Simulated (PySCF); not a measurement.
# CH7B2F3Si2: the cost of one run

The runs use PySCF 2.14.0, with density-fitted response routines of our own; the level of theory stands in each step. All values are computed, except where a source is named. Atoms are numbered from 0 throughout.

## 1. Starting geometry

15 atoms, charge 0, multiplicity 1; geometry from: GFN2-xTB.

Bonds of the start (Å): B0–Si1 1.94, Si1–Si2 2.38, Si2–B3 1.93, Si2–C4 1.96, C4–F5 1.36, C4–F6 1.36, C4–F7 1.35, B0–H8 1.17, B0–H9 1.17, Si1–H10 1.48, Si1–H11 1.48, Si2–H12 1.48, B3–H13 1.17, B3–H14 1.17.

## 2. TDDFT and polarisability: B3LYP/def2-SVPD

What the job is given:

```
{"job": {"kind": "uv", "xc": "B3LYP", "basis": "def2-SVPD", "nstates": 8, "ntriplets": 3}, "charge": 0, "multiplicity": 1}
B      1.587569    -1.995239     0.278915
Si     1.413891    -0.182685     0.956375
Si    -0.749904     0.667319     0.436496
B     -0.762063     2.506375    -0.148930
C     -1.277692    -0.527911    -1.030359
F     -1.265690    -1.837677    -0.680073
F     -0.437513    -0.430108    -2.089223
F     -2.512992    -0.289682    -1.516405
H      1.241084    -2.916993     0.909060
H      2.011838    -2.203582    -0.790316
H      1.515424     0.038566     2.412192
H      2.354200     0.830151     0.431794
H     -1.711262     0.174402     1.441743
H     -0.867770     3.374500     0.626943
H     -0.543534     2.800553    -1.260126
```

Level: TDDFT B3LYP/def2-SVPD, vertical, gas phase, core orbitals frozen in the response.

Started as:

```sh
OMP_NUM_THREADS=1 python probes_run.py task.json out
```

This one command runs all jobs of the session in turn.

**Question.** How long does this job take on 1 thread of Arm Neoverse V1, shared host, and how much memory does it need?

About 51 s, with a peak of 0.93 GiB.
